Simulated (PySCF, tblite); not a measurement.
# C₅H₁₀BrNSi: geometry, infrared bands and NMR shifts

Wanted: the infrared bands and NMR shifts of C₅H₁₀BrNSi (`C=CCN([SiH3])C(=C)Br`), by calculation.

The runs use tblite 0.8.0 and PySCF 2.14.0, with density-fitted response routines of our own; the level of theory stands in each step. All values are computed, except where a source is named. Atoms count from 0, in the outputs and in this text.

## (1) The starting structure

18 atoms, charge 0, multiplicity 1; geometry from: force field or distance geometry start.

Bonds of the start (Å): C0–C1 1.35, C1–C2 1.47, C2–N3 1.44, N3–Si4 1.82, N3–C5 1.43, C5–C6 1.35, C5–Br7 1.92, C0–H8 1.05, C0–H9 1.10, C1–H10 1.09, C2–H11 1.13, C2–H12 1.11, Si4–H13 1.46, Si4–H14 1.49, Si4–H15 1.45, C6–H16 1.08, C6–H17 1.10.

## (2) Geometry optimisation with GFN2-xTB

The job: settings as JSON, then the geometry in Å.

```
{"job": {"kind": "relax", "xc": "GFN2-xTB", "basis": "xTB"}, "charge": 0, "multiplicity": 1}
C      2.658100    -0.660100    -0.488900
C      1.797500     0.277500    -0.033800
C      0.532400     0.579600    -0.728200
N     -0.631200     0.343400     0.090800
Si    -1.554200     1.684600     0.898800
C     -1.097900    -0.972100     0.402700
C     -1.248900    -1.793700    -0.653700
Br    -1.459900    -1.547200     2.193300
H      2.454200    -1.205900    -1.365600
H      3.543600    -0.774800     0.149300
H      1.995100     0.842900     0.871000
H      0.490200    -0.025900    -1.682600
H      0.574400     1.641600    -1.062800
H     -0.981900     2.992600     0.586700
H     -1.481900     1.409700     2.365700
H     -2.944200     1.499500     0.516000
H     -1.037200    -1.481000    -1.663800
H     -1.617000    -2.804500    -0.406400
```

Launch:

```sh
OMP_NUM_THREADS=1 python probes_run.py task.json out
```

This one command runs all jobs of the session in turn.

**Question.** This job is followed by: GFN2-xTB harmonic vibrations, gas phase; GIAO PBE0/pcSseg-1 NMR shielding, non-relativistic, gas phase. What will the session give for the following? strongest single infrared mode (GFN2-xTB); zero-point energy (GFN2-xTB); 13C shifts against TMS (PBE0/pcSseg-1); 1H shifts against TMS (PBE0/pcSseg-1, means over atoms taken as alike); 15N shifts against NH3 (PBE0/pcSseg-1); 29Si shifts against TMS (PBE0/pcSseg-1); 79Br shifts against HBr (PBE0/pcSseg-1).

The runs gave:

| quantity | value |
| --- | --- |
| strongest single infrared mode (GFN2-xTB) | 2277 cm⁻¹, 424 km/mol |
| zero-point energy (GFN2-xTB) | 83.0 kcal/mol |
| 13C shifts against TMS (PBE0/pcSseg-1) | 152.6, 149.2, 123.4, 93.5, 58.8 ppm |
| 1H shifts against TMS (PBE0/pcSseg-1, means over atoms taken as alike) | 5.99, 5.52, 5.51, 4.99, 4.46, 4.38, 3.89 ppm |
| 15N shifts against NH3 (PBE0/pcSseg-1) | 88.9 ppm |
| 29Si shifts against TMS (PBE0/pcSseg-1) | -49.9 ppm |
| 79Br shifts against HBr (PBE0/pcSseg-1) | 691 ppm |

What this shows: Over 142 steps the energy fell by 0.753 eV; of the close pairs, N3–Si4 changed most, 1.818 to 1.747 Å. All 48 modes are real, so the xTB geometry is a minimum. The strongest single mode, at 2277 cm⁻¹, moves mainly H13. GFN2-xTB is a fitted tight-binding method: band positions and strengths are rough. Its intensities can rank the bands wrongly. C5 stands next to heavy halogen, whose spin-orbit shielding this run leaves out, so the computed shift lies too far downfield, most of all for carbon beside Br or I. The most deshielded hydrogen is H10 (hydrogen on an alkene CH), at 5.99 ppm: attached to an sp2 carbon and in the plane of the double bond. At PBE0/pcSseg-1: Shielding is most anisotropic at Br7 (span 1506 ppm, paramagnetic term -1192 ppm). Spin-orbit coupling is left out, which matters for shieldings and couplings at and beside the heavy atoms.
